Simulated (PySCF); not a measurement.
# CH2GaNS (SMILES [H][Ga]([H])[N]=C=S): TPSSh/aug-cc-pVDZ

What is the vertical ionisation energy of CH2GaNS at TPSSh/aug-cc-pVDZ? The job is set up through a Python script.

The calculation is run with PySCF 2.14.0.

### 1 Starting point

The species is CH2GaNS (6 atoms), meant as a singlet with charge 0. As SMILES, `[H][Ga]([H])[N]=C=S`. Geometry: a GFN2-xTB relaxation, a rough one for these elements and not checked as a minimum.

Bond lengths: Ga1–N4 1.826 Å, N4–C5 1.202 Å, C5–S6 1.551 Å, Ga1–H2 1.545 Å, Ga1–H3 1.545 Å. Angles: Ga1–N4–C5 178.6°, N4–C5–S6 179.9°, H2–Ga1–N4 116.4°, H3–Ga1–N4 116.3°, H2–Ga1–H3 127.3°.

### 2 The energy at TPSSh/aug-cc-pVDZ

calc.py reads:

```python
from pyscf import gto, dft

mol = gto.Mole()
mol.atom = '''
Ga     0.670630     1.164170    -0.002760
H      2.211160     1.060940     0.047470
H     -0.181080     2.452850    -0.032100
N     -0.249060    -0.412950    -0.020030
C     -0.842440    -1.458460    -0.004760
S     -1.609210    -2.806540     0.012170
'''
mol.verbose = 4
mol.max_memory = 1860
mol.basis = 'aug-cc-pvdz'
mol.spin = 0
mol.build()

calc0 = dft.RKS(mol, xc='tpssh')
calc0.grids.level = 0
calc0.conv_tol = 1e-10
calc0.kernel()
if not calc0.converged:
    calc0 = calc0.newton().run(calc0.mo_coeff, calc0.mo_occ)

e_final = calc0.e_tot
print('E(%s) = %.9f' % ('TPSSH', e_final))
```

The run is started by

```sh
$ OMP_NUM_THREADS=1 python calc.py
```

The program printed:

```text
PySCF version 2.14.0

[INPUT] num. atoms = 6
[INPUT] num. electrons = 62
[INPUT] charge = 0
[INPUT] spin (= nelec alpha-beta = 2S) = 0
[INPUT] symmetry False subgroup None
[INPUT] Mole.unit = angstrom
[INPUT] Symbol           X                Y                Z      unit          X                Y                Z       unit  Magmom
[INPUT]  1 Ga     0.670630000000   1.164170000000  -0.002760000000 AA    1.267307030917   2.199962462435  -0.005215644104 Bohr   0.0
[INPUT]  2 H      2.211160000000   1.060940000000   0.047470000000 AA    4.178486817593   2.004886034596   0.089705299133 Bohr   0.0
[INPUT]  3 H     -0.181080000000   2.452850000000  -0.032100000000 AA   -0.342191606636   4.635214724639  -0.060660208599 Bohr   0.0
[INPUT]  4 N     -0.249060000000  -0.412950000000  -0.020030000000 AA   -0.470655188584  -0.780362403139  -0.037851214275 Bohr   0.0
[INPUT]  5 C     -0.842440000000  -1.458460000000  -0.004760000000 AA   -1.591980876379  -2.756089963633  -0.008995096353 Bohr   0.0
[INPUT]  6 S     -1.609210000000  -2.806540000000   0.012170000000 AA   -3.040966176911  -5.303591957637   0.022997966936 Bohr   0.0

nuclear repulsion = 254.219307037936
number of shells = 43
number of NR pGTOs = 228
number of NR cGTOs = 127
basis = aug-cc-pvdz
ecp = {}

******** <class 'pyscf.dft.rks.RKS'> ********
method = RKS
initial guess = minao
damping factor = 0
level_shift factor = 0
DIIS = <class 'pyscf.scf.diis.CDIIS'>
diis_start_cycle = 1
diis_space = 8
diis_damp = 0
SCF conv_tol = 1e-10
SCF conv_tol_grad = None
SCF max_cycles = 50
direct_scf = True
direct_scf_tol = 1e-13
XC library pyscf.dft.libxc version 7.0.0
    S. Lehtola, C. Steigemann, M. J.T. Oliveira, and M. A.L. Marques.,  SoftwareX 7, 1–5 (2018)
XC functionals = tpssh
radial grids:
    Treutler-Ahlrichs [JCP 102, 346 (1995); DOI:10.1063/1.469408] (M4) radial grids

becke partition: Becke, JCP 88, 2547 (1988); DOI:10.1063/1.454033
pruning grids: <function nwchem_prune>
grids dens level: 0
symmetrized grids: False
atomic radii adjust function: <function treutler_atomic_radii_adjust>
small_rho_cutoff = 0
Set gradient conv threshold to 1e-05
Initial guess from minao.
tot grids = 7440
init E= -2417.06857059811
  HOMO = -0.285805037493934  LUMO = -0.102705230128247  gap/eV = 4.98240
cycle= 1 E= -2417.05461425606  delta_E= 0.014  |g|= 0.431  |ddm|=  3.4
  HOMO = -0.199525212152952  LUMO = -0.104450225256292  gap/eV = 2.58712
cycle= 2 E= -2417.00336315861  delta_E= 0.0513  |g|= 0.641  |ddm|= 1.52
  HOMO = -0.241123969889327  LUMO = -0.097031705252923  gap/eV = 3.92095
cycle= 3 E= -2417.0865840537  delta_E= -0.0832  |g|=  0.2  |ddm|= 0.755
  HOMO = -0.245746490711986  LUMO = -0.090537736876831  gap/eV = 4.22345
cycle= 4 E= -2417.09596797772  delta_E= -0.00938  |g|= 0.045  |ddm|= 0.291
  HOMO = -0.242644373057787  LUMO = -0.0929971680805366  gap/eV = 4.07211
cycle= 5 E= -2417.09655703266  delta_E= -0.000589  |g|= 0.0245  |ddm|= 0.0688
  HOMO = -0.242036292129157  LUMO = -0.0929961780782009  gap/eV = 4.05559
cycle= 6 E= -2417.09672803886  delta_E= -0.000171  |g|= 0.00549  |ddm|= 0.0277
  HOMO = -0.242781638291218  LUMO = -0.0929344028689942  gap/eV = 4.07755
cycle= 7 E= -2417.09673786611  delta_E= -9.83e-06  |g|= 0.000475  |ddm|= 0.00822
  HOMO = -0.242697481695241  LUMO = -0.0928449348119198  gap/eV = 4.07770
cycle= 8 E= -2417.09673792999  delta_E= -6.39e-08  |g|= 0.000117  |ddm|= 0.0014
  HOMO = -0.242701889755672  LUMO = -0.0928511702954911  gap/eV = 4.07765
cycle= 9 E= -2417.09673793487  delta_E= -4.89e-09  |g|= 1.92e-05  |ddm|= 0.00021
  HOMO = -0.242699480344031  LUMO = -0.0928515485558239  gap/eV = 4.07757
cycle= 10 E= -2417.09673793499  delta_E= -1.21e-10  |g|= 3.22e-06  |ddm|= 3.67e-05
  HOMO = -0.242699900530977  LUMO = -0.0928517101905042  gap/eV = 4.07758
cycle= 11 E= -2417.09673793498  delta_E= 1e-11  |g|= 6.88e-07  |ddm|= 6e-06
  HOMO = -0.242699789745016  LUMO = -0.0928516215127093  gap/eV = 4.07758
Extra cycle  E= -2417.096737935  delta_E= -1.73e-11  |g|= 1.69e-06  |ddm|= 2.42e-06
converged SCF energy = -2417.096737935
E(TPSSH) = -2417.096737935
```

Run time: 7.5 s. Hardware: 1 thread of Arm Neoverse V1, shared host; peak memory 0.41 GiB.

### 3 The doublet cation

input.py reads:

```python
from pyscf import gto, dft

mol = gto.M(
    atom='''
Ga     0.670630     1.164170    -0.002760
H      2.211160     1.060940     0.047470
H     -0.181080     2.452850    -0.032100
N     -0.249060    -0.412950    -0.020030
C     -0.842440    -1.458460    -0.004760
S     -1.609210    -2.806540     0.012170
''',
    verbose=3,
    max_memory=1860,
    basis='aug-cc-pvdz',
    spin=1,
    charge=1,
)

mf = dft.UKS(mol, xc='tpssh')
mf.conv_tol = 1e-10
mf.grids.level = 0
mf.kernel()
if not mf.converged:
    mf = mf.newton().run(mf.mo_coeff, mf.mo_occ)

e_tot = mf.e_tot
print('Final energy', e_tot)
```

The run is started by

```sh
$ OMP_NUM_THREADS=1 python input.py
```

The program printed:

```text
WARN: HOMO -0.285805037493936 >= LUMO -0.285805037493933

converged SCF energy = -2416.76013118549  <S^2> = 0.7656139  2S+1 = 2.0155534
Final energy -2416.760131185492
```

Wall time 13 s (1 thread of Arm Neoverse V1, shared host); peak memory 0.41 GiB.

### 4 Results

Level: TPSSh/aug-cc-pVDZ.

| quantity | value |
| --- | --- |
| singlet CH2GaNS: total energy | -2417.09674 Eh |
| singlet CH2GaNS: dipole moment | 2.75 D |
| singlet CH2GaNS: HOMO energy | -6.60 eV |
| singlet CH2GaNS: LUMO energy | -2.53 eV |
| singlet CH2GaNS: HOMO–LUMO gap | 4.08 eV |
| doublet cation: total energy | -2416.76013 Eh |
| doublet cation: HOMO energy (highest over α and β) | -13.12 eV |
| doublet cation: LUMO energy (lowest over α and β) | -11.66 eV |
| doublet cation: ⟨S²⟩ | 0.766 |
| vertical ionisation energy (to the doublet cation) | 9.160 eV |

What this shows: The vertical ionisation energy comes to 9.16 eV (211 kcal/mol). The negative HOMO energy of the first species, 6.60 eV, lies 2.56 eV below that difference. Mulliken charges (singlet CH2GaNS) run from -0.34 on N4 to +0.48 on Ga1; in a basis this large or diffuse they mean little. Mulliken charges (doublet cation) run from -0.26 on N4 to +0.58 on Ga1; in a basis this large or diffuse they mean little.
